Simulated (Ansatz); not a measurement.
Working through a comparison of enthalpies under pressure of two structures of Re

With Ansatz 0.2.0 through its Python package.

Typed at the interpreter:
```pycon
>>> import ansatz as az
>>> import numpy as np
>>> FUNCTIONAL = 'r2scan'
>>> MAX_ITERATIONS = 150
>>> K_SPACING = 0.26
>>> OCCUPATIONS = 'fermi_dirac'
>>> SIGMA = 0.1
>>> def sc(a_site, a):
...     return (
...         az.Lattice.cubic(a)
...         .space_group(221)
...         .atom(a_site, [0, 0, 0])
...     )
...
>>> def hcp(A, a):
...     return (
...         az.Lattice.from_parameters(a, a, 1.633 * a, alpha=90, beta=90, gamma=120)
...         .space_group(194)
...         .atom(A, [1 / 3, 2 / 3, 0.25])
...     )
...
>>> def ground_state(name, crystal, pressure=0.0):
...     calc = crystal.calculation()
...     calc = calc.functional(FUNCTIONAL).basis(28 * az.Ha)
...     calc = calc.mixing('broyden')
...     calc = calc.scf(max_iterations=MAX_ITERATIONS)
...     calc = calc.kpoints(spacing=K_SPACING).occupations(OCCUPATIONS, width=SIGMA)
...     calc = calc.relax(force_tolerance=0.03, max_steps=40, cell=True, pressure=pressure)
...     return calc.run(threads=1, backend='cpu')
...
>>> def volume_per_atom(outcome):
...     return abs(np.linalg.det(outcome.lattice.cell_ang)) / len(outcome.lattice.sites)
...
>>> phases = {}
>>> phases['sc'] = sc('Re', 2.53)
>>> phases['hcp'] = hcp('Re', 2.75)
>>> # H = E + PV, with 1 eV per cubic angstrom equal to 160.2 GPa
>>> pressures = [0, 20, 40, 60]
>>> enthalpy, volume = {name: [] for name in phases}, {name: [] for name in phases}
>>> for p in pressures:
...     for name, crystal in phases.items():
...         o = ground_state(name, crystal, pressure=p)
...         volume[name].append(volume_per_atom(o))
...         enthalpy[name].append(o.report['energy_sigma0_ev'] / len(o.lattice.sites) + p * volume[name][-1] / 160.21766)
...
>>> gap = np.array(enthalpy['hcp']) - np.array(enthalpy['sc'])
>>> rows = [(p, va, vb, 1000 * d) for p, va, vb, d in zip(pressures, volume['sc'], volume['hcp'], gap)]
>>> print('   P (GPa)  V sc (A^3/atom)  V hcp (A^3/atom)  H(hcp) - H(sc) (meV/atom)')
   P (GPa)  V sc (A^3/atom)  V hcp (A^3/atom)  H(hcp) - H(sc) (meV/atom)
>>> for row in rows:
...     print(f'{row[0]:10d}  {row[1]:15.3f}  {row[2]:16.3f}  {row[3]:+25.1f}')
...
         0           16.815            14.705                    -1418.2
        20           15.790            14.034                    -1657.3
        40           15.019            13.493                    -1861.6
        60           14.397            13.041                    -2041.5
>>> crossings = [p0 - g0 * (p1 - p0) / (g1 - g0) for p0, p1, g0, g1 in zip(pressures, pressures[1:], gap, gap[1:]) if g0 * g1 < 0]
>>> print('crossing near', [round(float(p), 1) for p in crossings], 'GPa') if crossings else print('no crossing in this range')
no crossing in this range
```

Reading the output:
- The settings weren't tested for convergence.
- At a fixed pressure a relaxation lowers the enthalpy F + PV, while F alone can rise.
- For the metals among these phases the mesh is modest: differences between phases can be off by up to 40 meV an atom.
- Spin-orbit coupling, which matters for elements this heavy, is left out.
- Only these two structures are compared, at zero temperature and with their symmetry kept; either may be hypothetical, and another phase may be lower than both. Differences under about 40 meV an atom lie within the error of mesh and functional.
- The cells are prototypes set up for this calculation and needn't exist.
- Finished in 4 min on 1 thread of Arm Neoverse V1, with other jobs on the host, peak memory 0.58 GiB.
